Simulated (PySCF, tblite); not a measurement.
**C9H13F: infrared bands and NMR shifts**

What infrared bands and NMR shifts should C9H13F (`C=C/C=C(/F)CC1CCC1`) show?

Computed with tblite 0.8.0 and PySCF 2.14.0, with density-fitted response routines of our own, on a single molecule in the gas phase. Atoms count from 0, in the outputs and in this text.

## (1) Starting geometry

23 atoms, charge 0, multiplicity 1; geometry from: GFN2-xTB.

Bonds of the start (Å): C0–C1 1.33, C1–C2 1.44, C2–C3 1.33, C3–F4 1.36, C3–C5 1.49, C5–C6 1.53, C6–C7 1.54, C7–C8 1.54, C8–C9 1.54, C9–C6 1.54, C0–H10 1.08, C0–H11 1.08, C1–H12 1.08, C2–H13 1.08, C5–H14 1.09, C5–H15 1.09, C6–H16 1.09, C7–H17 1.09, C7–H18 1.09, C8–H19 1.09, C8–H20 1.09, C9–H21 1.09, C9–H22 1.09.

## (2) Vibrational analysis with GFN2-xTB

Job settings and geometry (Å):

```
{"job": {"kind": "ir", "xc": "GFN2-xTB", "basis": "xTB"}, "charge": 0, "multiplicity": 1}
C     -3.010311     0.054641     2.445438
C     -2.253075     0.086712     1.352993
C     -1.980567    -1.080870     0.551365
C     -1.210002    -1.121595    -0.535645
F     -1.074832    -2.321755    -1.161296
C     -0.404958    -0.053234    -1.192409
C      1.085834    -0.259033    -0.916920
C      1.570055     0.013873     0.517682
C      2.700220     0.888642    -0.046348
C      2.033793     0.839279    -1.429761
H     -3.204465     0.937304     3.029708
H     -3.461194    -0.860069     2.793006
H     -1.813238     1.021713     1.035173
H     -2.456164    -2.000471     0.865148
H     -0.719911     0.926391    -0.835867
H     -0.571384    -0.103242    -2.272328
H      1.380408    -1.250041    -1.266648
H      1.879171    -0.857623     1.090180
H      0.845945     0.574946     1.105071
H      2.804043     1.876760     0.396915
H      3.668129     0.392469    -0.026032
H      2.677889     0.562312    -2.261723
H      1.509863     1.759874    -1.681747
```

**Question.** This job is followed by: GIAO PBE0/pcSseg-1 NMR shielding, non-relativistic, gas phase. Predict these results of the whole session: strongest single infrared mode (GFN2-xTB); zero-point energy (GFN2-xTB); 13C shifts against TMS (PBE0/pcSseg-1, means over atoms taken as alike); 1H shifts against TMS (PBE0/pcSseg-1, means over atoms taken as alike); 19F shifts against CFCl3 (PBE0/pcSseg-1).

As calculated:

| quantity | value |
| --- | --- |
| strongest single infrared mode (GFN2-xTB) | 1694 cm⁻¹, 136 km/mol |
| zero-point energy (GFN2-xTB) | 122.1 kcal/mol |
| 13C shifts against TMS (PBE0/pcSseg-1, means over atoms taken as alike) | 173.9, 138.4, 122.0, 117.8, 41.6, 33.3, 27.7, 16.4 ppm |
| 1H shifts against TMS (PBE0/pcSseg-1, means over atoms taken as alike) | 6.60, 6.08, 5.43, 5.31, 2.72, 2.39, 2.20, 1.99, 1.84, 1.67 ppm |
| 19F shifts against CFCl3 (PBE0/pcSseg-1) | -99.1 ppm |

**Reading.** All 63 modes are real, so the xTB geometry is a minimum. The strongest single mode, at 1694 cm⁻¹, moves mainly C3 and C2. GFN2-xTB is a fitted tight-binding method: band positions and strengths are rough. Its intensities can rank the bands wrongly. At PBE0/pcSseg-1: The largest span, 233 ppm, is at C1, where the paramagnetic term is -208 ppm.
